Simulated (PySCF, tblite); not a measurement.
**C4H14Si2: geometry, infrared bands and NMR shifts**

Aim: predict the infrared bands and NMR shifts of C4H14Si2 (`CC[C@H]([SiH3])[SiH2]C`).

The runs use tblite 0.8.0 and PySCF 2.14.0, with density-fitted response routines of our own; the level of theory stands in each step. All values are computed, except where a source is named. Atoms are numbered from 0 throughout.

## 1. The starting structure

20 atoms, charge 0, multiplicity 1; geometry from: force field or distance geometry start.

Bonds of the start (Å): C0–C1 1.49, C1–C2 1.50, C2–Si3 1.88, C2–Si4 1.84, Si4–C5 1.84, C0–H6 1.11, C0–H7 1.14, C0–H8 1.11, C1–H9 1.12, C1–H10 1.13, C2–H11 1.10, Si3–H12 1.48, Si3–H13 1.46, Si3–H14 1.48, Si4–H15 1.48, Si4–H16 1.48, C5–H17 1.09, C5–H18 1.12, C5–H19 1.13.

## 2. Geometry optimisation with GFN2-xTB

The job: settings as JSON, then the geometry in Å.

```
{"job": {"kind": "relax", "xc": "GFN2-xTB", "basis": "xTB"}, "charge": 0, "multiplicity": 1}
C     -0.550200     2.075300    -0.235100
C     -1.039300     0.768600     0.282600
C     -0.641400    -0.438200    -0.506300
Si    -1.398700    -1.890400     0.409600
Si     1.159900    -0.651800    -0.794100
C      2.246000     0.051200     0.509500
H      0.517200     2.186800     0.037600
H     -1.153900     2.909000     0.250400
H     -0.736400     2.164400    -1.323400
H     -0.754200     0.612300     1.356000
H     -2.166000     0.791600     0.273200
H     -1.152700    -0.386200    -1.483300
H     -2.819900    -1.915500     0.007200
H     -0.695300    -3.137700     0.131600
H     -1.397400    -1.516800     1.845100
H      1.551400    -0.029900    -2.074000
H      1.506000    -2.086600    -0.957500
H      1.743800     0.067200     1.476600
H      2.628500     1.057600     0.195300
H      3.147300    -0.620300     0.596000
```

On the command line:

```sh
OMP_NUM_THREADS=1 python probes_run.py task.json out
```

The driver reads the jobs from task.json and runs them one after another.

**Question.** This job is followed by: GFN2-xTB harmonic vibrations, gas phase; GIAO PBE0/pcSseg-1 NMR shielding, non-relativistic, gas phase. What will the session give for the following? strongest single infrared mode (GFN2-xTB); zero-point energy (GFN2-xTB); ¹³C shifts against TMS (PBE0/pcSseg-1); ¹H shifts against TMS (PBE0/pcSseg-1, means over atoms taken as alike); ²⁹Si shifts against TMS (PBE0/pcSseg-1).

**Answer**, as computed:

| quantity | value |
| --- | --- |
| strongest single infrared mode (GFN2-xTB) | 2178 cm⁻¹, 432 km/mol |
| zero-point energy (GFN2-xTB) | 100.3 kcal/mol |
| ¹³C shifts against TMS (PBE0/pcSseg-1) | 24.8, 19.6, 7.7, -11.0 ppm |
| ¹H shifts against TMS (PBE0/pcSseg-1, means over atoms taken as alike) | 4.53, 4.11, 3.88, 1.72, 1.35, 1.15, 0.09, 0.09 ppm |
| ²⁹Si shifts against TMS (PBE0/pcSseg-1) | -45.9, -65.9 ppm |

What this shows: Over 115 steps the energy fell by 0.560 eV; of the close pairs, C2–Si4 changed most, 1.837 to 1.911 Å. All 54 modes are real, so the xTB geometry is a minimum. The strongest single mode, at 2178 cm⁻¹, moves mainly H15. GFN2-xTB is a fitted tight-binding method: band positions and strengths are rough. Its intensities can rank the bands wrongly. At PBE0/pcSseg-1: Shielding is most anisotropic at Si3 (span 105 ppm, paramagnetic term -466 ppm).
